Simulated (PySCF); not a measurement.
# MoNH2SClO (SMILES [NH2][Mo](=[O])(=[S])[Cl]): levels of theory compared

We compute a comparison of 3 runs (HF/def2-SVP, CAM-B3LYP/def2-SVP, r2SCAN/def2-SVP) of MoNH2SClO. 

Program for the calculation: PySCF 2.14.0.

## Step 1: The molecule

The species is MoNH2SClO (7 atoms), meant as a singlet with charge 0. SMILES: `[NH2][Mo](=[O])(=[S])[Cl]`. The coordinates come from a PBE0-D4/def2-TZVP relaxation. This is one conformer, not always the lowest.

Bond lengths: N1–Mo2 1.906 Å, Mo2–O3 1.666 Å, Mo2–S4 2.107 Å, Mo2–Cl5 2.259 Å, N1–H6 1.010 Å, N1–H7 1.010 Å. Angles: N1–Mo2–O3 108.2°, N1–Mo2–S4 108.3°, N1–Mo2–Cl5 110.2°, O3–Mo2–S4 110.9°, O3–Mo2–Cl5 109.6°, S4–Mo2–Cl5 109.7°, Mo2–N1–H6 124.6°, Mo2–N1–H7 122.2°, H6–N1–H7 112.0°.

## Step 2: Energy and forces at HF/def2-SVP (core potential) (run 1)

input.py

```python
import pyscf.grad
from pyscf import gto, scf

mol = gto.M(
    atom='''
N   -0.726200   0.693000   0.651800
Mo   0.482700  -0.414900  -0.319200
O    1.677900  -0.920100   0.726300
S   -0.593600  -2.059200  -1.079200
Cl   1.408100   0.744800  -2.023300
H   -1.719100   0.749200   0.476900
H   -0.468700   1.139200   1.521100
''',
    charge=0,
    verbose=3,
    ecp={'Mo': 'def2-svp'},
    basis='def2-svp',
    max_memory=1860,
)

hf = scf.RHF(mol)
hf.conv_tol = 1e-10
hf.kernel()
if not hf.converged:
    hf = hf.newton().run(hf.mo_coeff, hf.mo_occ)

e_final = hf.e_tot
print('E = %.10f Eh' % e_final)
grad = hf.Gradients().kernel()
dip = hf.dip_moment()
pop, q = hf.mulliken_pop()
```

The run is started by

```
$ OMP_NUM_THREADS=1 python input.py
```

What it wrote:

```text
converged SCF energy = -1054.72132359286
[... 11 lines left out ...]
Dipole moment(X, Y, Z, Debye): -2.79311,  2.29726,  1.63596
[... 74 lines left out ...]
pop of  3 S 3dyz          0.01207
pop of  3 S 3dz^2         0.00689
pop of  3 S 3dxz          0.00513
pop of  3 S 3dx2-y2       0.00982
pop of  4 Cl 1s           1.99946
pop of  4 Cl 2s           1.99156
pop of  4 Cl 3s           1.20798
pop of  4 Cl 4s           0.74758
pop of  4 Cl 2px          1.98101
pop of  4 Cl 2py          1.98058
pop of  4 Cl 2pz          1.98010
pop of  4 Cl 3px          0.71101
pop of  4 Cl 3py          0.69565
pop of  4 Cl 3pz          0.68088
pop of  4 Cl 4px          1.13439
pop of  4 Cl 4py          1.10016
pop of  4 Cl 4pz          1.06073
pop of  4 Cl 3dxy         0.00249
pop of  4 Cl 3dyz         0.00611
pop of  4 Cl 3dz^2        0.00456
pop of  4 Cl 3dxz         0.00468
pop of  4 Cl 3dx2-y2      0.00178
pop of  5 H 1s            0.68840
pop of  5 H 2s            0.06318
pop of  5 H 2px           0.02857
pop of  5 H 2py           0.00938
pop of  5 H 2pz           0.00957
pop of  6 H 1s            0.68720
pop of  6 H 2s            0.06489
pop of  6 H 2px           0.00955
pop of  6 H 2py           0.01376
pop of  6 H 2pz           0.02431
 ** Mulliken atomic charges  **
charge of    0N =     -0.56941
charge of    1Mo =      1.10317
charge of    2O =     -0.48694
charge of    3S =     -0.15730
charge of    4Cl =     -0.29072
charge of    5H =      0.20090
charge of    6H =      0.20029
```

Wall time 20 s (1 thread of Intel Xeon at 2.70GHz, shared host); peak memory 0.24 GiB.

## Step 3: Energy and gradient at CAM-B3LYP/def2-SVP (core potential) (run 2)

job.py

```python
from pyscf import gto, dft

mol = gto.M(
    atom='''
N   -0.726200   0.693000   0.651800
Mo   0.482700  -0.414900  -0.319200
O    1.677900  -0.920100   0.726300
S   -0.593600  -2.059200  -1.079200
Cl   1.408100   0.744800  -2.023300
H   -1.719100   0.749200   0.476900
H   -0.468700   1.139200   1.521100
''',
    basis='def2-svp',
    charge=0,
    verbose=3,
    ecp={'Mo': 'def2-svp'},
    max_memory=1860,
)

mf = dft.RKS(mol)
mf.xc = 'cam-b3lyp'
mf.conv_tol = 1e-10
mf.grids.level = 5
mf.kernel()
if not mf.converged:
    mf = mf.newton().run(mf.mo_coeff, mf.mo_occ)

e_final = mf.e_tot
print('Final energy', e_final)
grad = mf.nuc_grad_method().kernel()
mf.analyze()
```

The run is started by

```
$ OMP_NUM_THREADS=1 python job.py
```

What it wrote:

```text
converged SCF energy = -1057.47882763509
[... 17 lines left out ...]
MO #6   energy= -8.01509354470451  occ= 2
[... 8 lines left out ...]
MO #15  energy= -1.76409624478056  occ= 2
[... 8 lines left out ...]
MO #24  energy= -0.490926775864464 occ= 2
[... 8 lines left out ...]
MO #33  energy= -0.0698288188190634 occ= 0
[... 8 lines left out ...]
MO #42  energy= 0.167085194489095  occ= 0
[... 8 lines left out ...]
MO #51  energy= 0.445635003855292  occ= 0
[... 8 lines left out ...]
MO #60  energy= 0.769154086376812  occ= 0
[... 8 lines left out ...]
MO #69  energy= 0.909392178941227  occ= 0
[... 8 lines left out ...]
MO #78  energy= 1.24282112662172   occ= 0
[... 8 lines left out ...]
MO #87  energy= 1.59957073932469   occ= 0
[... 8 lines left out ...]
MO #96  energy= 2.61198468787038   occ= 0
[... 8 lines left out ...]
MO #105 energy= 38.8108702469153   occ= 0
[... 8 lines left out ...]
Dipole moment(X, Y, Z, Debye): -2.53853,  2.26956,  1.78422
```

Wall time 1.9 min (1 thread of Intel Xeon at 2.70GHz, shared host); peak memory 1 GiB.

## Step 4: Energy and gradient at r2SCAN/def2-SVP (core potential) (run 3)

start.xyz

```xyz
7

N     -0.726200     0.693000     0.651800
Mo     0.482700    -0.414900    -0.319200
O      1.677900    -0.920100     0.726300
S     -0.593600    -2.059200    -1.079200
Cl     1.408100     0.744800    -2.023300
H     -1.719100     0.749200     0.476900
H     -0.468700     1.139200     1.521100
```

input.py

```python
# [NH2][Mo](=[O])(=[S])[Cl]
from pyscf import gto, dft

molecule = gto.Mole()
molecule.atom = 'start.xyz'
molecule.ecp = {'Mo': 'def2-svp'}
molecule.basis = 'def2-svp'
molecule.charge = 0
molecule.max_memory = 1860
molecule.verbose = 3
molecule.spin = 0
molecule.build()

calc0 = dft.RKS(molecule)
calc0.xc = 'r2scan'
calc0.conv_tol = 1e-10
calc0.grids.level = 5
calc0.kernel()
if not calc0.converged:
    calc0 = calc0.newton().run(calc0.mo_coeff, calc0.mo_occ)

etot = calc0.e_tot
print('E(%s) = %.9f' % ('R2SCAN', etot))
grad = calc0.nuc_grad_method().kernel()
dip = calc0.dip_moment()
pop, q = calc0.mulliken_pop()
```

The run is started by

```
$ OMP_NUM_THREADS=1 python input.py
```

What it wrote:

```text
converged SCF energy = -1057.50886476083
[... 11 lines left out ...]
Dipole moment(X, Y, Z, Debye): -2.42516,  2.44483,  1.89881
[... 74 lines left out ...]
pop of  3 S 3dyz          0.00897
pop of  3 S 3dz^2         0.00550
pop of  3 S 3dxz          0.00465
pop of  3 S 3dx2-y2       0.00913
pop of  4 Cl 1s           1.99937
pop of  4 Cl 2s           1.98588
pop of  4 Cl 3s           1.24908
pop of  4 Cl 4s           0.71631
pop of  4 Cl 2px          1.97744
pop of  4 Cl 2py          1.97700
pop of  4 Cl 2pz          1.97657
pop of  4 Cl 3px          0.72578
pop of  4 Cl 3py          0.71117
pop of  4 Cl 3pz          0.69833
pop of  4 Cl 4px          1.09402
pop of  4 Cl 4py          1.05867
pop of  4 Cl 4pz          1.02310
pop of  4 Cl 3dxy         0.00241
pop of  4 Cl 3dyz         0.00526
pop of  4 Cl 3dz^2        0.00475
pop of  4 Cl 3dxz         0.00424
pop of  4 Cl 3dx2-y2      0.00188
pop of  5 H 1s            0.69365
pop of  5 H 2s            0.07207
pop of  5 H 2px           0.02362
pop of  5 H 2py           0.01155
pop of  5 H 2pz           0.01191
pop of  6 H 1s            0.69316
pop of  6 H 2s            0.07369
pop of  6 H 2px           0.01189
pop of  6 H 2py           0.01435
pop of  6 H 2pz           0.02098
 ** Mulliken atomic charges  **
charge of    0N =     -0.40422
charge of    1Mo =      0.71163
charge of    2O =     -0.31646
charge of    3S =     -0.15281
charge of    4Cl =     -0.21127
charge of    5H =      0.18720
charge of    6H =      0.18593
```

It took 1.7 min on 1 thread of Intel Xeon at 2.70GHz, shared host; peak memory 1.1 GiB.

## Step 5: Overview of the runs

| run | level | integration grid | energy (Eh) | dipole moment (D) | HOMO energy (eV) | LUMO energy (eV) | wall time |
| --- | --- | --- | --- | --- | --- | --- | --- |
| 1 | HF/def2-SVP (core potential) | – | -1054.721324 | 3.97 | -10.72 | 0.02 | 20 s |
| 2 | CAM-B3LYP/def2-SVP (core potential) | 5 | -1057.478828 | 3.84 | -9.03 | -1.90 | 1.9 min |
| 3 | r2SCAN/def2-SVP (core potential) | 5 | -1057.508865 | 3.93 | -6.91 | -3.71 | 1.7 min |

## Step 6: Summary of results

| quantity | value |
| --- | --- |
| run 3: total energy | -1057.50886 Eh |
| run 3: dipole moment | 3.93 D |
| run 3: HOMO energy | -6.91 eV |
| run 3: LUMO energy | -3.71 eV |
| run 3: HOMO–LUMO gap | 3.20 eV |
| run 3: largest force on an atom | 0.831 eV/Å |

What this shows: The dipole moment (its size) runs from 3.84 D (CAM-B3LYP/def2-SVP) to 3.97 D (HF/def2-SVP). The HOMO–LUMO gap runs from 3.20 eV (r2SCAN/def2-SVP) to 10.74 eV (HF/def2-SVP). Exact exchange widens orbital gaps. Totals of different functionals can't be ranked against each other. All runs together took 3.9 min, the longest 1.9 min.
